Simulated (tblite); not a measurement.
# C3H12GeOSi2: the cost of one run

Computed with tblite 0.8.0 and PySCF 2.14.0, with density-fitted response routines of our own, on a single molecule in the gas phase. Atoms are numbered from 0 throughout.

## 1. The molecule as given

19 atoms, charge 0, multiplicity 1; geometry from: force field or distance geometry start.

Bonds of the start (Å): O0–C1 1.23, C1–C2 1.52, C2–C3 1.51, C3–Si4 1.89, Si4–Si5 2.23, Si5–Ge6 2.28, C1–H7 1.08, C2–H8 1.10, C2–H9 1.14, C3–H10 1.12, C3–H11 1.09, Si4–H12 1.47, Si4–H13 1.47, Si5–H14 1.47, Si5–H15 1.50, Ge6–H16 1.58, Ge6–H17 1.56, Ge6–H18 1.51.

## 2. Optimising the geometry with GFN2-xTB

Job settings and geometry (Å):

```
{"job": {"kind": "relax", "xc": "GFN2-xTB", "basis": "xTB"}, "charge": 0, "multiplicity": 1}
O     -3.032800    -0.215600    -1.755100
C     -2.445900     0.748600    -1.276000
C     -2.195800     0.730400     0.218700
C     -1.646500    -0.624700     0.581000
Si    -0.008000    -0.866700    -0.322700
Si     1.424300     0.470700     0.742700
Ge     3.542200     0.444000    -0.103100
H     -2.064200     1.590800    -1.837000
H     -1.527200     1.551100     0.523300
H     -3.210600     0.821000     0.720200
H     -1.361800    -0.573500     1.660500
H     -2.338100    -1.455100     0.425000
H      0.454700    -2.253800    -0.150100
H     -0.143400    -0.565700    -1.750200
H      0.837600     1.821300     0.748200
H      1.445300     0.015100     2.167200
H      4.374300    -0.590900     0.756200
H      4.218200     1.812600     0.231800
H      3.667900     0.179800    -1.587900
```

Run with:

```console
> OMP_NUM_THREADS=1 python probes_run.py task.json out
```

This one command runs all jobs of the session in turn.

**Question.** How long does this first job take on 1 thread of Arm Neoverse N1, shared host?

About 2.9 s.
